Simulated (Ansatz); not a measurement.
# NbTe (P-6m2) in Ansatz: further runs, part 2 of 2

Ansatz 0.2.0. Earlier steps stand in the parts before.

### 4 Elastic constants, PBEsol

Input file input.yaml:

```yaml
crystal:
  lattice:
    - [3.7029743866, 0.0, 0.0]
    - [-1.8514871933, 3.2068698884, 0.0]
    - [0.0, 0.0, 3.694211]
  atoms:
    - { symbol: Te, position: [0.6666666667, 0.3333333333, 0.0] }
    - { symbol: Nb, position: [0.0, 0.0, 0.5] }
kpoints:
  mp_grid: { grid: [6, 6, 5] }
scf:
  occupations: { method: fermi_dirac, width: 0.05 }
hamiltonian:
  xc: pbesol
  pseudopotentials: { kind: all_electron, lapw: { basis_error: 0.001 } }
output:
  forces: true
  stress: true
elastic:
  mode: relaxed_ion
  stencil: two_point
```

Potentials or basis: all-electron LAPW, scalar-relativistic.

On the command line:

```sh
$ ansatz run input.yaml --threads 1 --pin off --max-ram 3072MiB --backend cpu --events-out ev --progress --plain --runs-dir out
```

What it wrote:

```text
Warning: RAYON_NUM_THREADS=1 ignored (pool sized by the plan → 1); use --threads N
LAPW: plane waves up to 8.111 Å⁻¹, error target 1.0e-3 eV per atom; small_component_spin mean_spin; Nb in spheres of 1.344 Å, 29 of its electrons in bands, Dirac shells []; Te in spheres of 1.397 Å, 24 of its electrons in bands, Dirac shells [] (how accurate: hamiltonian.pseudopotentials.lapw.basis_error, Limitations)
Engine: ansatz 0.2.0, x86_64-unknown-linux-gnu
Pseudopotentials: kind: all_electron
Pseudopotential: Te, LAPW, valence charge 24, lapw/all_electron/scalar/gaussian/Te, Koelling and Harmon's equation, gaussian nucleus
Pseudopotential: Nb, LAPW, valence charge 29, lapw/all_electron/scalar/gaussian/Nb, Koelling and Harmon's equation, gaussian nucleus
Functional definition: PBEsol
  exchange = pbesol_x
  correlation = pbesol_c
Crystal: 2 atoms, lattice volume = 43.869 Å³
Basis set: ecut = 250.6494883710416 eV, 405 PW (Γ), exchange–correlation at level 2
Bands: 32, of which v1, the nominal top of the filled ones, is band 27 counted from 1 (26 counted from 0)
Symmetry: 12 space group operations
Space group: P-6m2 (ITA 187), of the structure as read, at distance tolerance 3.5e-5 Å
k-points: 21 of 180 (time reversal used)
Non-local potential: Te, projectors of the file, none
Non-local potential: Nb, projectors of the file, none
Initial density: superposition of atomic densities (chi_scale 0.1, normalization cell, long waves kept (reshape's long-wave potential 0.00 eV rms))
Initial wavefunctions: plane waves of lowest kinetic energy (no species holds an atomic orbital)
Functional: x = pbesol(κ = 0.804, μ = 0.12345679012345678), c = pbesol(β = 0.046)
iter 1 solved again at ethr=1.35e-3 eV; its pass at ethr=1.00e-1 eV (dr2=7.14e-1 eV) is discarded
[... 249 lines left out ...]
  k-point 1: bands = ["-325.4561", "-325.4259", "-325.4259", "-175.3107", "-175.2898", "-175.2898", "-175.2746", "-175.2746", "-142.2369", "-92.3497", "-92.3497", "-92.3376", "-37.2848", "-19.8154", "-19.8154", "-19.8097", "-19.8097", "-19.8033", "-13.5449", "-13.3078", "-13.3078", "4.2886", "13.0971", "15.2454", "15.2454", "17.0266", "17.6303", "17.6303", "20.8744", "20.8744", "21.8647", "25.5136"]
  k-point 2: bands = ["-325.4561", "-325.4259", "-325.4259", "-175.3107", "-175.2898", "-175.2898", "-175.2746", "-175.2746", "-142.2369", "-92.3497", "-92.3497", "-92.3377", "-37.2819", "-19.8146", "-19.8146", "-19.8130", "-19.8130", "-19.7962", "-13.6087", "-13.3014", "-13.3014", "5.0790", "10.9772", "15.5438", "15.5438", "17.2023", "17.2023", "18.5083", "20.0566", "20.0566", "23.0398", "24.9607"]
  k-point 20: bands = ["-325.4561", "-325.4259", "-325.4259", "-175.3107", "-175.2898", "-175.2898", "-175.2746", "-175.2746", "-142.2369", "-92.3497", "-92.3497", "-92.3377", "-37.2729", "-19.8206", "-19.8132", "-19.8089", "-19.8058", "-19.7893", "-13.5609", "-13.4020", "-13.3717", "6.0368", "11.9904", "12.5737", "13.4430", "17.0492", "19.2148", "19.8579", "20.7244", "20.8359", "21.0072", "22.7164"]
--- Elastic constants: 3 strain directions × 2 members + reference (group order 12) ---
  dense FFT box of the reference and of every strained cell: 20×20×20
  strains applied: 11, 33, 23; error gains: componentwise 1.00 (the most a stress slope's error grows in a printed constant), spectral 1.41 (1 for all six strains in a standard setting)
  C = ∂σ_k/∂η_j (tension-positive GPa; Voigt order 11 22 33 23 13 12):
       154.994     60.388     86.198      0.000      0.000      0.000
        60.388    154.994     86.198      0.000      0.000      0.000
        85.880     85.880    227.237      0.000      0.000      0.000
         0.000      0.000      0.000     81.634      0.000      0.000
         0.000      0.000      0.000      0.000     81.634      0.000
         0.000      0.000      0.000      0.000      0.000     47.303
  reference stress σ⁰ (GPa):      5.046      5.046      5.336      0.000      0.000     -0.000
  no Pulay correction (none for the plane-wave cutoff is built on LAPW): the batch's stresses and constants are at fixed plane waves
  C* (energy form; C + prestress term) asymmetry max|C*_kj − C*_jk| = 2.796e-2 GPa — a small one proves nothing (zero by symmetry where the batch's group is 432, −43m or m−3m); a large one is finite-difference/SCF noise where every solve meets its electron count
  moduli (Voigt/Reuss/Hill, GPa): K = 111.35/104.81/108.08   G = 62.43/57.90/60.17   E = 152.25   ν = 0.265
  mechanically stable: yes (min eigenvalue of sym C = 47.30 GPa)
  the stresses are not corrected for the forces that the relaxations left standing (`elastic.f_tol`)
  where every solve meets its electron count the energy-path curvature estimates C_jj along a normal strain and C_jj − ¼(σ⁰_aa + σ⁰_bb) along a shear (ab), closely only under elastic.basis: deformed
  strain η (Voigt 11):  stress-route row diagonal C_11 = 154.99 GPa, energy-path curvature d²(F+E_count)/dδ²/Ω₀ = 154.98 GPa
         δ    σ_11 (GPa)             F (eV)   n_scf  n_hpsi   n_pw
    -2.000e-3       4.7336     -288695.2387054       2   10109    405   relax 3 steps, max|allowed force component| 2.45e-5 eV/Å
     2.000e-3       5.3536     -288695.2331800       2   10044    405   relax 3 steps, max|allowed force component| 1.65e-7 eV/Å
  strain η (Voigt 33):  stress-route row diagonal C_33 = 227.24 GPa, energy-path curvature d²(F+E_count)/dδ²/Ω₀ = 227.27 GPa
         δ    σ_33 (GPa)             F (eV)   n_scf  n_hpsi   n_pw
    -2.000e-3       4.8789     -288695.2388246      11   27562    405   relax 0 steps, max|allowed force component| 2.89e-18 eV/Å
     2.000e-3       5.7878     -288695.2329816      11   27468    405   relax 0 steps, max|allowed force component| 9.25e-18 eV/Å
  strain η (Voigt 23):  stress-route row diagonal C_44 = 81.63 GPa, energy-path curvature d²(F+E_count)/dδ²/Ω₀ = 79.04 GPa
         δ    σ_23 (GPa)             F (eV)   n_scf  n_hpsi   n_pw
    -2.000e-3      -0.1633     -288695.2359843       2   13898    405   relax 3 steps, max|allowed force component| 4.72e-7 eV/Å
     2.000e-3       0.1633     -288695.2359843       2   13899    405   relax 3 steps, max|allowed force component| 4.49e-7 eV/Å
```

elastic.tsv:

```text
# convention: tension-positive GPa; Voigt order 11 22 33 23 13 12; engineering shear strains; stresses and constants hold the Pulay correction, whose part of sigma0, of c and of each member's stress the lines and columns named pulay_correction_..._gpa give (of c_energy it is that of c and, on the columns of strains 1 to 3, that of sigma0; of a layer's constants it is that of c in the plane, times a tenth of its plane spacing in ang); where a line pulay_correction_withheld stands none holds it
[... 15 lines left out ...]
6	0.0000000000e0	0.0000000000e0	0.0000000000e0	0.0000000000e0	0.0000000000e0	4.7303023161e1	-1.8528889464e-16	-1.8528889464e-16	-1.8528889464e-16	0.0000000000e0	0.0000000000e0	4.7303023161e1	nan	nan	nan	nan	nan	nan
```

Run time: 3 min. Hardware: 1 thread of Intel Xeon 6975P-C (Granite Rapids), shared host; peak memory 0.43 GiB.

What came out:

```
Free energy            : -288695.2360 eV
Pressure               : -5.1 GPa
Band gap on the k mesh : none (metal or under the smearing width)
Voigt bulk modulus     : 111 GPa
```

Levels at points of the mesh, in eV from the Fermi level:
```tsv
k point	band 23	band 24	band 25	band 26	band 27	band 28	band 29	band 30	band 31	band 32
(0.00, 0.00, 0.00)	-3.25	-3.25	-3.10	-2.45	0.05	0.05	2.35	2.35	2.70	5.82
(0.00, -0.50, 0.00)	-7.30	-3.93	-2.74	-2.70	-0.27	1.15	1.40	2.93	3.70	5.63
```

Elastic tensor in Voigt notation (GPa, in the Cartesian axes of the cell as first typed):
```
155  60  86   0   0   0
 60 155  86   0   0   0
 86  86 227   0   0   0
  0   0   0  82   0   0
  0   0   0   0  82   0
  0   0   0   0   0  47
```

Caveat: the k mesh is thin for a metal, which can move the energy by tens of meV per atom; a metal's response needs a denser mesh; the cell is more than 3 GPa from zero pressure, which shifts response properties; elastic constants of metals need much finer meshes, so these are rough. The run has no spin-orbit coupling, so splittings on Te are missing.

### 5 Summary

```csv
task,potentials or basis,k mesh,cutoff (eV),basis error allowed,gap on the mesh (eV),pressure (GPa)
density of states,all-electron PAW datasets made for the crystal,8 × 8 × 7,240,-,none,-5.2
phonons,"all-electron LAPW, scalar-relativistic",8 × 8 × 7,251,0.001 eV/atom,none,-
elastic constants,"all-electron LAPW, scalar-relativistic",6 × 6 × 5,251,0.001 eV/atom,none,-5.1
```

Alike in all rows: level PBEsol; no spin polarisation; cell as given; smearing fermi-dirac 0.05 eV.

Caveats: a metal's response needs a denser mesh (some runs); the program warned that the printed levels may be off, so bands, gaps and densities of states are rough (some runs); the k mesh is thin for a metal, which can move the energy by tens of meV per atom (some runs); the cell is more than 3 GPa from zero pressure, which shifts response properties (some runs); elastic constants of metals need much finer meshes, so these are rough (some runs).

Compare energies only between runs with the same functional and basis.
